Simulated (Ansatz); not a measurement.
This script drives Ansatz 0.2.0 through its Python package.

The script, `c2h4si_dimer.py`:
```python
import ansatz as az

FIRST = [
    ("C", (-0.7598, -0.4486, -0.2138)),
    ("C", (0.2909, -0.2677, -0.9167)),
    ("Si", (0.4082, 0.4695, 0.6613)),
    ("H", (-1.7151, -0.8068, -0.2994)),
    ("H", (0.7054, -0.5174, -1.8885)),
    ("H", (0.0836, 1.9116, 0.8506)),
    ("H", (0.9871, -0.3407, 1.8063)),
]
SECOND = [
    ("C", (5.2794, -1.64, -1.3597)),
    ("C", (4.8851, -2.0859, -2.4894)),
    ("Si", (3.6399, -2.1661, -1.2686)),
    ("H", (6.1337, -1.332, -0.8868)),
    ("H", (5.2383, -2.2302, -3.5058)),
    ("H", (3.4086, -3.4234, -0.5028)),
    ("H", (2.7005, -0.986, -1.1029)),
]

def energy(atoms, ghosts=()):
    molecule = az.Crystal.molecule()
    for symbol, xyz in atoms:
        molecule = molecule.atom(symbol, xyz)
    calc = (
        molecule.calculation()
        .basis(gaussian="def2-SVP")
        .functional("B3LYP")
    )
    deck = calc.input()
    if ghosts:
        deck = deck.set(az.key.basis.gaussian.ghost_atoms, [{"symbol": s, "position_ang": list(xyz)} for s, xyz in ghosts])
    return az.Session.from_dict(deck).plan().execute().report["free_energy_ev"]

both = energy(FIRST + SECOND)
alone = energy(FIRST) + energy(SECOND)
ghosted = energy(FIRST, SECOND) + energy(SECOND, FIRST)
print(f"dimer {both:.6f} eV")
print(f"interaction, uncorrected   {23.060548 * (both - alone):8.3f} kcal/mol")
print(f"interaction, counterpoise  {23.060548 * (both - ghosted):8.3f} kcal/mol")
print(f"basis-set superposition    {23.060548 * (alone - ghosted):8.3f} kcal/mol")
```

It is started by `python c2h4si_dimer.py`. Estimate its wall time and peak memory on 1 thread of Arm Neoverse V1, on a shared host.

It took about 16 s, with a peak of 0.32 GiB, for 5 runs of the engine.

```console
$ python c2h4si_dimer.py
dimer -20020.809729 eV
interaction, uncorrected      1.987 kcal/mol
interaction, counterpoise     2.359 kcal/mol
basis-set superposition       0.373 kcal/mol
```

Uncorrected it is 1.987 kcal/mol, with the counterpoise correction 2.359 kcal/mol; the difference, 0.372 kcal/mol, is the superposition error. In this basis both values are repulsive.

Caveats:
- These settings explore the input space; basis and method may be short of convergence.
- The dimer is a generated trial pose of unrelaxed monomers, not a minimum, so the figure is no binding energy, and the basis set is small.
- b3lyp holds the VWN-RPA fit, as in Gaussian; the form of ORCA and Turbomole is b3lyp5.
- This level lacks the dispersion part of the attraction (electrostatics and induction are there), which can decide the sign where the interaction is weak.
